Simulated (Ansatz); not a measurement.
# GeH₂ + HBr: a complex and its separated parts

The complex below is one end of an elementary step. How strongly is it bound against its free parts?

Computed with Ansatz 0.2.0, Gaussian basis. Level: PBE0-D4/def2-TZVP structures, single points in def2-TZVPP, no counterpoise correction.

Levels: SPW92, PBE-D4, BLYP-D4, r2SCAN-D4, B97M-V, PBE0-D4, B3LYP-D4, r2SCAN0-D4, BHLYP-D4, CAM-B3LYP-D4, wB97X-V, wB97M-V, B2PLYP, PBE-QIDH, RPA on PBE, Hartree-Fock, MP2, CCSD, CCSD(T).

Cores are frozen in the correlated methods. Filled d shells of the heavier atoms are correlated. B3LYP uses VWN-RPA correlation. B2PLYP carries no dispersion term here.

57 further runs of the same task are left out: 1 that didn't finish, 56 set aside as unsound or not needed.

### 1 The starting structure

The complex: 5 atoms, charge 0, spin multiplicity 1.

Atoms are counted from 1 here; the program's logs count them from 0.

Bond lengths: Ge1–Br2 2.755 Å, Ge1–H4 1.593 Å, Ge1–H5 1.593 Å, Br2–H3 1.425 Å. Angles: Br2–Ge1–H4 84.1°, Br2–Ge1–H5 84.2°, H4–Ge1–H5 91.5°, Ge1–Br2–H3 98.1°.

As a file:

```xyz
5

Ge   -1.00136    0.67951    0.13167
Br    1.09533   -1.01370   -0.44032
H     0.51623   -1.67797   -1.56043
H    -0.74596    0.22182    1.63585
H     0.13565    1.79043    0.23322
```

Its parts: GeH₂ holds atoms 1, 4, 5; HBr holds atoms 2, 3. Each part counts its atoms afresh in its own runs.

### 2 Relaxing GeH₂ alone

Contents of relax-a/in.yaml:

```yaml
crystal:
  periodic: [false, false, false]
  atoms:
    - {symbol: Ge, position_ang: [-1.001356, 0.679515, 0.131670]}
    - {symbol: H, position_ang: [-0.745960, 0.221822, 1.635854]}
    - {symbol: H, position_ang: [0.135652, 1.790433, 0.233224]}
basis:
  gaussian: {orbitals: def2-TZVP}
hamiltonian: {xc: pbe0, dispersion: d4}
relax: {f_tol: 0.005, max_steps: 200}
```

Run with:

```console
ansatz run in.yaml --threads 2 --pin off --events-out ev --progress --plain --max-ram 4352MiB
```

After this run come: Relaxing HBr alone; SPW92/def2-TZVPP; PBE-D4/def2-TZVPP; BLYP-D4/def2-TZVPP; r2SCAN-D4/def2-TZVPP; B97M-V/def2-TZVPP; PBE0-D4/def2-TZVPP; B3LYP-D4/def2-TZVPP; r2SCAN0-D4/def2-TZVPP; BHLYP-D4/def2-TZVPP; CAM-B3LYP-D4/def2-TZVPP; wB97X-V/def2-TZVPP; wB97M-V/def2-TZVPP; B2PLYP/def2-TZVPP; PBE-QIDH/def2-TZVPP; RPA on PBE/def2-TZVPP; CCSD(T)/def2-TZVPP; Vibrations of GeH₂; Vibrations of HBr.

**Question.** What will these runs give? Wanted: complex less parts, CCSD(T)/def2-TZVPP; with zero-point energy; largest T1 diagnostic.

**Answer**, as computed:

| quantity | value |
| --- | --- |
| complex less parts, CCSD(T)/def2-TZVPP | -28.3 kJ/mol |
| with zero-point energy | -18.6 kJ/mol |
| largest T1 diagnostic | 0.012 |

**Reading.** At CCSD(T) the complex lies 28.3 kJ/mol below its parts. Among the functionals B2PLYP lands nearest to CCSD(T) (+1.2 kJ/mol) and SPW92 farthest (-39.5 kJ/mol). Mean unsigned error by rung: LDA 39.5, GGA 10.7, meta-GGA 11.0, hybrid 7.6, range-separated hybrid 3.8, double hybrid 4.6 kJ/mol. PBE-D4 gives a relative energy 16.7 kJ/mol too low, outside chemical accuracy (1 kcal/mol, 4.2 kJ/mol). No counterpoise was applied, and triple zeta lacks some correlation, so the CCSD(T) reference has a basis error of its own, and close matches with it are partly luck. The restricted Hartree–Fock reference is unstable towards an unrestricted one at one or more of these structures.
